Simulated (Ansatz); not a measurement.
# AlBH5NO: the cost of one run

Program: Ansatz 0.2.0. Level of theory: RKS revPBE/def2-SVP. These are calculated values, not measurements.

## 1. Starting point

Bond lengths: N1–B2 1.470 Å, B2–O3 1.481 Å, O3–Al4 1.837 Å, N1–H5 1.102 Å, N1–H6 1.074 Å, B2–H7 1.209 Å, Al4–H8 1.572 Å, Al4–H9 1.671 Å. Angles: N1–B2–O3 121.1°, N1–B2–H7 117.4°, O3–B2–H7 121.3°, B2–N1–H5 107.4°, B2–N1–H6 110.3°, H5–N1–H6 102.6°, B2–O3–Al4 102.2°, O3–Al4–H8 122.4°, O3–Al4–H9 118.4°, H8–Al4–H9 119.0°.

Structure file:

```xyz
9

N     0.3970    1.5596   -0.7881
B     0.6727    0.1153   -0.7693
O    -0.4297   -0.8734   -0.7450
Al   -0.5403   -1.2898    1.0408
H    -0.2974    1.7513   -1.6223
H    -0.1853    1.8395    0.0695
H     1.8264   -0.2316   -0.8731
H     0.2705   -2.4744    1.6821
H    -1.6251   -0.4427    1.9883
```

## 2. Relaxing end A

input.yaml

```yaml
crystal:
  periodic: [false, false, false]
  atoms:
    - { symbol: "N", position_ang: [0.397, 1.5596, -0.7881] }
    - { symbol: B, position_ang: [0.6727, 0.1153, -0.7693] }
    - { symbol: O, position_ang: [-0.4297, -0.8734, -0.745] }
    - { symbol: Al, position_ang: [-0.5403, -1.2898, 1.0408] }
    - { symbol: H, position_ang: [-0.2974, 1.7513, -1.6223] }
    - { symbol: H, position_ang: [-0.1853, 1.8395, 0.0695] }
    - { symbol: H, position_ang: [1.8264, -0.2316, -0.8731] }
    - { symbol: H, position_ang: [0.2705, -2.4744, 1.6821] }
    - { symbol: H, position_ang: [-1.6251, -0.4427, 1.9883] }
basis:
  gaussian: { orbitals: def2-SVP }
hamiltonian:
  xc: revpbe
relax:
  f_tol: 0.015
  max_steps: 40
```

Started as:

```
> ansatz run input.yaml --threads 1 --pin off --max-ram 2048MiB --backend cpu --events-out ev --progress --plain --runs-dir out
```

Q: Estimate wall time and peak memory on 1 thread of Arm Neoverse V2, shared host.

About 48 s, with a peak of 0.14 GiB.
